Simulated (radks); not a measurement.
# Re²⁺ in [Kr] 4d10 4f14 5s2 5p5 5d5 6s1: an all-electron calculation

One table from this session's results is given with a row withheld; the runs are named, their logs left out.

The numbers are computed with radks (a radial shooting solver on a logarithmic mesh, Libxc functionals) version 1 (non-relativistic Kohn-Sham, MS2 meta-GGA, spin-unpolarised, spherical densities, point nucleus), except any that are marked as measured or tabulated.

**Starting point**

```
element       : rhenium (Z = 75)
charge        : +2
electrons     : 73
configuration : [Kr] 4d10 4f14 5s2 5p5 5d5 6s1
```

Outer shells as boxes (Hund's rule):

Re²⁺
```
[Kr] core
4d [↑↓][↑↓][↑↓][↑↓][↑↓]
4f [↑↓][↑↓][↑↓][↑↓][↑↓][↑↓][↑↓]
5s [↑↓]
5p [↑↓][↑↓][↑ ]
5d [↑ ][↑ ][↑ ][↑ ][↑ ]
6s [↑ ]
```

Set-up of the first run:

Input:

```text
Z 75
configuration [Kr] 4d10 4f14 5s2 5p5 5d5 6s1 6p0 7s0 5f0 6d0
relativity non-relativistic
functional ms2,regtpss
spin unpolarised
nucleus point
```

Launch:

```
> python run_ks.py task.json out
```

The same process makes all the runs of this session.

Among the steps run: Self-consistent calculation.

One of the session's tables, all rows but one given; the rest of the session is left out.

It belongs to the step «Orbitals and density». From the orbitals of this run (lengths in bohr):

```
level      <r>  outermost maximum (interpolated)  90 % within  nodes
   1s  0.02019                            0.0134       0.0359      0
   2s  0.08522                            0.0729        0.131      1
   2p  0.07212                            0.0567        0.116      0
   3s   0.2161                             0.200        0.315      2
   3p   0.2064                             0.189        0.307      1
   3d        ?                                 ?            ?      ?
   4s   0.4803                             0.449        0.687      3
   4p   0.4871                             0.450        0.706      2
   4d   0.5021                             0.446        0.750      1
   5s    1.128                              1.02         1.61      4
   4f   0.5620                             0.411        0.917      0
   5p    1.236                              1.10         1.79      3
   5d    1.663                              1.35         2.53      2
   6s    2.836                              2.54         4.06      5
   6p    3.345                              2.97         4.82      4
```

**Question.** Estimate the row for 3d.

As computed: <r>: 0.1809; outermost maximum (interpolated): 0.149; 90 % within: 0.280; nodes: 0. In the column «<r>» it lies between 2s (0.08522) and 3p (0.2064).
